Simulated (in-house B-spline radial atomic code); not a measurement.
# Sr⁹⁺: ionisation energy by several methods

The task here is to estimate one member of a computed series from the others.

Program: in-house B-spline radial atomic code version 1. Level of theory: scalar-relativistic (X2C), several functionals, spin-polarised, exact exchange averaged over the configuration; spherical all-electron atom at the radial basis limit. These are calculated values, not measurements, unless marked.

**The system**

```
element       : strontium (Z = 38)
charge        : +9
electrons     : 29
configuration : [Ar] 3d10 4s1
nucleus       : Fermi, rms radius 4.224 fm
```

Outer shells as boxes (Hund's rule):

[Ar] 3d10 4s1
```
[Ar] core
3d [↑↓][↑↓][↑↓][↑↓][↑↓]
4s [↑ ]
```

Where spins are not typed, each open shell is filled with up spins first.

The first run:

Settings, as recorded:

```ini
Z = 38
electrons = 29.0
configuration = [Ar] 3d10 4s1
hamiltonian = x2c
method = pbe0
spin_polarised = True
nucleus = fermi
rms_radius = 4.224
mass_number = 88
atomic_mass = 87.905612253
speed_of_light = 137.035999084
exact_exchange = averaged over the configuration
```

The run is started by

```bash
$ python run_scf.py task.json out
```

The settings of every run stand in task.json; they run in order.

Among the steps run: PBE0, a global hybrid; B3LYP, a global hybrid; B97-1, a global hybrid; TPSSh, a global hybrid; CAM-B3LYP, a range-separated hybrid.

One table of the session follows, with a row left open; its other results are not shown here.

```
   method  ΔSCF (eV)
     PBE0          ?
    B3LYP     179.17
    B97-1     177.94
    TPSSh     178.13
CAM-B3LYP     179.18
```

Estimate the missing values for PBE0.

**Answer.** ΔSCF (eV): 178.46. In the column «ΔSCF (eV)» it lies between TPSSh (178.13) and B3LYP (179.17).

To keep in mind: Relativistic terms that these runs lack can be as large as the gaps between close methods, so the nearest may be so by luck. Spin-orbit coupling is left out.
